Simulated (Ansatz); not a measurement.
# C3H11AlO (SMILES C[Al-](C)(C)[OH2+]) at CCSD/6-31G(d) (spherical functions)

What is the electronic atomisation energy of C3H11AlO at CCSD/6-31G* (spherical functions)? 

The calculation is run with Ansatz 0.2.0.

71 further runs of the same task are left out: 2 that didn't finish, 69 set aside as unsound or not needed.

## Step 1: Starting point

C3H11AlO: 16 atoms, total charge 0, spin state singlet. SMILES: `C[Al-](C)(C)[OH2+]`. The coordinates come from a PBE0-D4/def2-TZVP relaxation. This is one conformer, not always the lowest.

Bond lengths: C1–Al2 1.979 Å, Al2–C3 1.979 Å, Al2–C4 1.966 Å, Al2–O5 2.056 Å, C1–H6 1.097 Å, C1–H7 1.096 Å, C1–H8 1.097 Å, C3–H9 1.097 Å, C3–H10 1.097 Å, C3–H11 1.096 Å, C4–H12 1.095 Å, C4–H13 1.096 Å, C4–H14 1.095 Å, O5–H15 0.964 Å, O5–H16 0.964 Å. Some angles: C1–Al2–C3 117.8°, C1–Al2–C4 117.9°, C1–Al2–O5 96.3°, C3–Al2–C4 118.0°, C3–Al2–O5 96.3°, C4–Al2–O5 102.6°, Al2–C1–H6 113.5°, Al2–C1–H7 110.5°, Al2–C1–H8 113.0°, Al2–C3–H9 113.0°.

## Step 2: A single-point energy at CCSD/6-31G(d) (spherical functions)

File job.yaml:

```yaml
crystal:
  periodic: [false, false, false]
  atoms:
    - {symbol: C, position_ang: [-0.637980, 0.723110, -1.712710]}
    - {symbol: Al, position_ang: [0.085580, -0.140530, -0.085580]}
    - {symbol: C, position_ang: [1.698930, 0.654370, 0.740480]}
    - {symbol: C, position_ang: [-0.210750, -2.071140, 0.142530]}
    - {symbol: O, position_ang: [-1.268240, 0.678630, 1.227590]}
    - {symbol: H, position_ang: [-0.585750, 1.818080, -1.686750]}
    - {symbol: H, position_ang: [-0.069050, 0.414640, -2.597260]}
    - {symbol: H, position_ang: [-1.679210, 0.445600, -1.917720]}
    - {symbol: H, position_ang: [1.843550, 0.343900, 1.782560]}
    - {symbol: H, position_ang: [1.707300, 1.750610, 0.717030]}
    - {symbol: H, position_ang: [2.601530, 0.334090, 0.207600]}
    - {symbol: H, position_ang: [-0.016600, -2.405220, 1.167190]}
    - {symbol: H, position_ang: [0.454110, -2.651670, -0.507280]}
    - {symbol: H, position_ang: [-1.233710, -2.369370, -0.110180]}
    - {symbol: H, position_ang: [-0.808840, 1.221910, 1.877580]}
    - {symbol: H, position_ang: [-1.880870, 1.252980, 0.754900]}
basis:
  gaussian: {orbitals: 6-31G_st_-spherical.json}
magnetization: {spin_polarized: false, initial_magnetization: 0}
correlation: {method: ccsd, frozen_orbitals: {Al: 5, C: 1, H: 0, O: 1}}
accuracy: high
scf: {omitted_lower_state_checks: [cluster_reference, increment]}
```

The basis set 6-31G* is read from a file made from the Basis Set Exchange's data (not shown).

Launch:

```bash
$ ansatz run job.yaml --threads 1 --pin off --max-ram 3480MiB --events-out events.jsonl --progress --plain --runs-dir runs
```

What it wrote:

```text
Warning: RAYON_NUM_THREADS=1 ignored (pool sized by the plan → 1); use --threads N
Functional definition: HF
  name "HF"
  exchange = exact_x
  correlation = 0
these checks for a lower state are left out or cut short: cluster_reference, increment
2389 factors; integrals over basis functions are off by at most 5.8e-9 eV
mean field evaluation 1: about -11881.1877 eV, gradient 4.2e1 eV
mean field evaluation 2: about -11881.2772 eV, gradient 4.2e1 eV
mean field evaluation 4: about -11885.5871 eV, gradient 3.3e0 eV
mean field evaluation 8: about -11885.6278 eV, gradient 1.2e-4 eV
mean field -11885.62778897 eV, -436.7887648767 hartree, gradient 3.2e-8 eV, S^2 0.000000; 0 other end points of the search recorded, 0 dependent functions left out
9 core orbitals not correlated: weight in the atoms' cores, before any rotation towards them, 1.000 or more for the frozen orbitals, at most 0.000 for the correlated occupied ones
reference -11885.62778897 eV, -436.7887648767 hartree; 16, 16 occupied and 71, 71 virtual orbitals, 2389 factors
second order -17.32791185 eV of doubles, -0.00000000 eV of singles
cycle   1  -18.45288313 eV  change    -1.1e0 eV  update   8.9e-2
cycle   2  -18.96594959 eV  change   -5.1e-1 eV  update   2.7e-2
cycle   3  -19.04457022 eV  change   -7.9e-2 eV  update   8.8e-3
cycle   4  -19.04677571 eV  change   -2.2e-3 eV  update   2.2e-3
cycle   5  -19.04647337 eV  change    3.0e-4 eV  update   6.7e-4
cycle   6  -19.04642325 eV  change    5.0e-5 eV  update   2.1e-4
cycle   7  -19.04640996 eV  change    1.3e-5 eV  update   6.0e-5
cycle   8  -19.04641022 eV  change   -2.6e-7 eV  update   2.1e-5
cycle   9  -19.04640473 eV  change    5.5e-6 eV  update   6.7e-6
cycle  10  -19.04640003 eV  change    4.7e-6 eV  update   1.9e-6
cycle  11  -19.04640022 eV  change   -1.9e-7 eV  update   6.4e-7
cycle  12  -19.04640051 eV  change   -2.9e-7 eV  update   2.0e-7
cycle  13  -19.04640069 eV  change   -1.8e-7 eV  update   7.7e-8
cycle  14  -19.04640080 eV  change   -1.1e-7 eV  update   3.7e-8
cycle  15  -19.04640082 eV  change   -2.2e-8 eV  update   2.4e-8
cycle  16  -19.04640122 eV  change   -3.9e-7 eV  update   1.2e-7
cycle  17  -19.04640127 eV  change   -5.5e-8 eV  update   2.6e-8
cycle  18  -19.04640129 eV  change   -1.7e-8 eV  update   7.2e-9
cycle  19  -19.04640129 eV  change   -2.7e-9 eV  update   2.3e-9
Total energy: -11904.67419026 eV, -437.4887072140 hartree
Checks for a lower state left out: cluster_reference, increment
```

Wall time 28 s (1 thread of Arm Neoverse V1, shared host); peak memory 0.69 GiB.

## Step 3: The Al atom, same level

File run.yaml:

```yaml
crystal:
  periodic: [false, false, false]
  atoms:
    - {symbol: Al, position_ang: [0.000000, 0.000000, 0.000000]}
basis:
  gaussian:
    orbitals: 6-31G_st_-spherical.json
magnetization:
  spin_polarized: true
  initial_magnetization: 1
correlation:
  method: ccsd
  frozen_orbitals: {Al: 5}
accuracy: high
scf:
  omitted_lower_state_checks: [cluster_reference, increment]
```

The basis set 6-31G* is read from a file made from the Basis Set Exchange's data (not shown).

Run the same way, it converges to -241.89989 Eh (log not shown).

## Step 4: The C atom

File run.yaml:

```yaml
crystal:
  periodic: [false, false, false]
  atoms:
    - {symbol: C, position_ang: [0.000000, 0.000000, 0.000000]}
basis:
  gaussian:
    orbitals: 6-31G_st_-spherical.json
accuracy: high
correlation:
  method: ccsd
  frozen_orbitals: {C: 1}
scf:
  omitted_lower_state_checks: [cluster_reference, increment]
magnetization:
  spin_polarized: true
  initial_magnetization: 2
```

The basis set 6-31G* is read from a file made from the Basis Set Exchange's data (not shown).

Run the same way, it converges to -37.75036 Eh (log not shown).

## Step 5: The H atom: a single-point energy at UHF/6-31G(d) (spherical functions)

File job.yaml:

```yaml
basis:
  gaussian:
    orbitals: "6-31G*"
crystal:
  periodic: [false, false, false]
  atoms:
    - {symbol: H, position_ang: [0.000000, 0.000000, 0.000000]}
magnetization:
  spin_polarized: true
  initial_magnetization: 1
accuracy: high
hamiltonian:
  xc: hf
```

Run the same way, it converges to -0.49823 Eh (log not shown).

## Step 6: The O atom, same level

File run.yaml:

```yaml
crystal:
  periodic: [false, false, false]
  atoms:
    - {symbol: O, position_ang: [0.000000, 0.000000, 0.000000]}
basis:
  gaussian:
    orbitals: 6-31G_st_-spherical.json
magnetization:
  spin_polarized: true
  initial_magnetization: 2
correlation:
  method: ccsd
  frozen_orbitals: {O: 1}
accuracy: high
scf:
  omitted_lower_state_checks: [cluster_reference, increment]
```

The basis set 6-31G* is read from a file made from the Basis Set Exchange's data (not shown).

Run the same way, it converges to -74.89391 Eh (log not shown).

## Step 7: What came out

Level: CCSD/6-31G* (spherical functions), 9 core orbitals frozen.

| quantity | value |
| --- | --- |
| molecule: total energy | -437.48871 Eh |
| molecule: correlation energy (9 core orbitals frozen) | -699.9 mEh |
| molecule: T1 diagnostic | 0.009 |
| Al atom: total energy | -241.89989 Eh |
| Al atom: correlation energy (5 core orbitals frozen) | -43.5 mEh |
| Al atom: ⟨S²⟩ of the reference determinant | 0.757 |
| Al atom: T1 diagnostic | 0.013 |
| C atom: total energy | -37.75036 Eh |
| C atom: correlation energy (1 core orbital frozen) | -69.8 mEh |
| C atom: ⟨S²⟩ of the reference determinant | 2.005 |
| C atom: T1 diagnostic | 0.006 |
| H atom: total energy | -0.49823 Eh |
| H atom: ⟨S²⟩ | 0.750 |
| O atom: total energy | -74.89391 Eh |
| O atom: correlation energy (1 core orbital frozen) | -110.7 mEh |
| O atom: ⟨S²⟩ of the reference determinant | 2.006 |
| O atom: T1 diagnostic | 0.005 |
| electronic atomisation energy | 53.424 eV |

Taking the molecule apart into free atoms costs 53.42 eV (5155 kJ/mol), before zero-point energy and without spin-orbit coupling.
